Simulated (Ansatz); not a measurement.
**CH₄BClO₂: basis-set convergence**

The task here is to estimate one member of a computed series from the others.

The runs use Ansatz 0.2.0, Gaussian basis; one geometry, several basis sets.

Plan: PBE0-D4/def2-SVP; ωB97M-V/def2-SVP; PBE0-D4/def2-QZVPP; ωB97M-V/def2-QZVPP; the functionals' def2-TZVPP values are taken from earlier runs.

### The relaxed structure

An earlier PBE0-D4 in a triple-zeta def2 set relaxation fixed the geometry.

9 atoms, charge 0, spin multiplicity 1.

Atoms are counted from 1 here; the program's logs count them from 0.

Bond lengths: B1–C2 1.590 Å, B1–Cl5 1.901 Å, B1–H6 1.200 Å, B1–H7 1.200 Å, C2–O3 1.298 Å, C2–O4 1.298 Å, O3–H8 0.970 Å, O4–H9 0.970 Å. Angles: C2–B1–Cl5 93.8°, C2–B1–H6 110.6°, C2–B1–H7 110.6°, Cl5–B1–H6 111.1°, Cl5–B1–H7 111.1°, H6–B1–H7 117.2°, B1–C2–O3 120.6°, B1–C2–O4 120.6°, O3–C2–O4 118.7°, C2–O3–H8 114.8°, C2–O4–H9 114.8°.

Set-up of the first run:

File in.yaml:

```yaml
crystal:
  periodic: [false, false, false]
  atoms:
    - {symbol: B, position_ang: [-0.081137, 0.856855, -0.958158]}
    - {symbol: C, position_ang: [-0.133877, -0.280760, 0.151837]}
    - {symbol: O, position_ang: [0.459553, -1.419048, -0.039796]}
    - {symbol: O, position_ang: [-0.712931, -0.064199, 1.293055]}
    - {symbol: Cl, position_ang: [1.536281, 1.605054, -0.295911]}
    - {symbol: H, position_ang: [-0.996900, 1.620908, -0.824301]}
    - {symbol: H, position_ang: [0.078676, 0.378074, -2.046986]}
    - {symbol: H, position_ang: [0.505752, -1.991223, 0.741908]}
    - {symbol: H, position_ang: [-0.566816, -0.751860, 1.961152]}
basis:
  gaussian: {orbitals: def2-SVP}
hamiltonian: {xc: pbe0, dispersion: d4}
output: {orbitals: {seedname: orbitals}}
```

Launch:

```console
$ ansatz run in.yaml --threads 2 --pin off --events-out ev --progress --plain --max-ram 4352MiB
```

Among the steps run: PBE0-D4 in def2-SVP; ωB97M-V in def2-SVP; PBE0-D4 in def2-QZVPP; ωB97M-V in def2-QZVPP.

One of the session's tables, all rows but one given; the rest of the session is left out.

It belongs to the step «Density functionals: the series». 

| functional | basis | HOMO (eV) |
| --- | --- | --- |
| PBE0-D4 | def2-SVP | -6.94 |
| PBE0-D4 | def2-TZVPP | ? |
| PBE0-D4 | def2-QZVPP | -7.28 |
| ωB97M-V | def2-SVP | -9.13 |
| ωB97M-V | def2-TZVPP | -9.47 |
| ωB97M-V | def2-QZVPP | -9.54 |

**Question.** Estimate the row for PBE0-D4, def2-TZVPP.

As computed: HOMO (eV): -7.23. In the column «HOMO (eV)» it lies between PBE0-D4, def2-QZVPP (-7.28) and PBE0-D4, def2-SVP (-6.94).
